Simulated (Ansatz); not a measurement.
**GaSiH4O (SMILES [SiH3][O][GaH]) at UB3LYP/6-31G(d) (Cartesian functions)**

What is the vertical ionisation energy of GaSiH4O at UB3LYP/6-31G* (Cartesian functions)? 

Program for the calculation: Ansatz 0.2.0.

72 further runs of the same task are left out: 72 set aside as unsound or not needed.

## Step 1: The molecule

GaSiH4O has 7 atoms, charge 0, and is taken as a doublet. SMILES: `[SiH3][O][GaH]`. Geometry: relaxed at PBE0-D4/def2-TZVP. This is one conformer, not always the lowest.

Bond lengths: Si1–O2 1.632 Å, O2–Ga3 1.793 Å, Si1–H4 1.488 Å, Si1–H5 1.491 Å, Si1–H6 1.488 Å, Ga3–H7 1.605 Å. Angles: Si1–O2–Ga3 142.9°, O2–Si1–H4 109.9°, O2–Si1–H5 111.5°, O2–Si1–H6 109.9°, O2–Ga3–H7 113.7°, H4–Si1–H5 108.4°, H4–Si1–H6 108.7°, H5–Si1–H6 108.3°.

## Step 2: A single-point energy at UB3LYP/6-31G(d) (Cartesian functions)

File job.yaml:

```yaml
basis:
  gaussian:
    orbitals: "6-31G*"
crystal:
  periodic: [false, false, false]
  atoms:
    - {symbol: Si, position_ang: [-0.907100, 0.576700, -0.244500]}
    - {symbol: O, position_ang: [0.281700, -0.375400, 0.340400]}
    - {symbol: Ga, position_ang: [1.972300, -0.895800, 0.047800]}
    - {symbol: H, position_ang: [-2.099000, -0.248300, -0.578700]}
    - {symbol: H, position_ang: [-0.473700, 1.297400, -1.475800]}
    - {symbol: H, position_ang: [-1.295700, 1.586500, 0.776300]}
    - {symbol: H, position_ang: [2.521500, -1.941000, 1.134400]}
output: {orbitals: {seedname: orbitals}}
magnetization:
  spin_polarized: true
  initial_magnetization: 1
accuracy: high
hamiltonian:
  xc: {name: B3LYP}
```

The run is started by

```console
ansatz run job.yaml --threads 1 --pin off --max-ram 3480MiB --events-out events.jsonl --progress --plain --runs-dir runs
```

Standard output:

```text
Warning: RAYON_NUM_THREADS=1 ignored (pool sized by the plan → 1); use --threads N
Functional definition: B3LYP
  name "B3LYP"
  parameter a0 = 0.2
  parameter ax = 0.72
  parameter ac = 0.81
  exchange = (1 - a0 - ax)*slater_x + ax*b88_x + a0*exact_x
  correlation = (1 - ac)*vwn_rpa_c + ac*lyp_c
1532 factors; integrals over basis functions are off by at most 4.8e-9 eV
mean field evaluation 1: about -62355.5767 eV, gradient 4.3e1 eV
mean field evaluation 2: about -62287.5920 eV, gradient 1.2e2 eV
mean field evaluation 4: about -62361.9526 eV, gradient 6.2e0 eV
mean field evaluation 8: about -62362.1527 eV, gradient 3.9e-1 eV
mean field evaluation 16: about -62362.1538 eV, gradient 1.0e-4 eV
mean field -62362.15376035 eV, -2291.7668801068 hartree, gradient 7.9e-8 eV, S^2 0.754122; 0 other end points of the search recorded, 0 dependent functions left out
reference -62362.15380166 eV, -2291.7668816249 hartree; 29, 28 occupied and 48, 49 virtual orbitals, 1532 factors
Total energy: -62362.15380166 eV, -2291.7668816249 hartree
```

Run time: 13 s. Hardware: 1 thread of Arm Neoverse V1, shared host; peak memory 0.36 GiB.

## Step 3: The singlet cation

File in.yaml:

```yaml
crystal:
  periodic: [false, false, false]
  atoms:
    - symbol: Si
      position_ang: [-0.907100, 0.576700, -0.244500]
    - symbol: O
      position_ang: [0.281700, -0.375400, 0.340400]
    - symbol: Ga
      position_ang: [1.972300, -0.895800, 0.047800]
    - symbol: H
      position_ang: [-2.099000, -0.248300, -0.578700]
    - symbol: H
      position_ang: [-0.473700, 1.297400, -1.475800]
    - symbol: H
      position_ang: [-1.295700, 1.586500, 0.776300]
    - symbol: H
      position_ang: [2.521500, -1.941000, 1.134400]
basis:
  gaussian:
    orbitals: "6-31G*"
total_charge: 1
hamiltonian:
  xc: {name: B3LYP}
accuracy: high
output: {orbitals: {seedname: orbitals}}
```

The run is started by

```console
ansatz run in.yaml --threads 1 --pin off --max-ram 3480MiB --events-out events.jsonl --progress --plain --runs-dir runs
```

Standard output:

```text
Warning: RAYON_NUM_THREADS=1 ignored (pool sized by the plan → 1); use --threads N
Functional definition: B3LYP
  name "B3LYP"
  parameter a0 = 0.2
  parameter ax = 0.72
  parameter ac = 0.81
  exchange = (1 - a0 - ax)*slater_x + ax*b88_x + a0*exact_x
  correlation = (1 - ac)*vwn_rpa_c + ac*lyp_c
1530 factors; integrals over basis functions are off by at most 4.8e-9 eV
mean field evaluation 1: about -62335.9314 eV, gradient 9.5e1 eV
mean field evaluation 2: about -62164.6853 eV, gradient 2.1e2 eV
mean field evaluation 4: about -62353.4365 eV, gradient 9.1e0 eV
mean field evaluation 8: about -62353.8115 eV, gradient 1.1e0 eV
mean field evaluation 16: about -62353.8149 eV, gradient 4.0e-4 eV
mean field -62353.81494119 eV, -2291.4604341549 hartree, gradient 1.7e-8 eV, S^2 0.000000; 0 other end points of the search recorded, 0 dependent functions left out
reference -62353.81498304 eV, -2291.4604356929 hartree; 28, 28 occupied and 49, 49 virtual orbitals, 1530 factors
Total energy: -62353.81498304 eV, -2291.4604356929 hartree
```

Run time: 7.8 s. Hardware: 1 thread of Arm Neoverse V1, shared host; peak memory 0.24 GiB.

## Step 4: Outcome

Level: UB3LYP/6-31G* (Cartesian functions).

| quantity | value |
| --- | --- |
| doublet GaSiH4O: total energy | -2291.76688 Eh |
| doublet GaSiH4O: HOMO energy (highest over α and β) | -5.83 eV |
| doublet GaSiH4O: LUMO energy (lowest over α and β) | -3.25 eV |
| doublet GaSiH4O: ⟨S²⟩ | 0.754 |
| singlet cation: total energy | -2291.46044 Eh |
| singlet cation: HOMO energy | -13.07 eV |
| singlet cation: LUMO energy | -10.77 eV |
| singlet cation: HOMO–LUMO gap | 2.30 eV |
| vertical ionisation energy (to the singlet cation) | 8.339 eV |

What this shows: The vertical ionisation energy comes to 8.34 eV (805 kJ/mol). Only the singlet of the ionised species was computed; a triplet could lie lower.
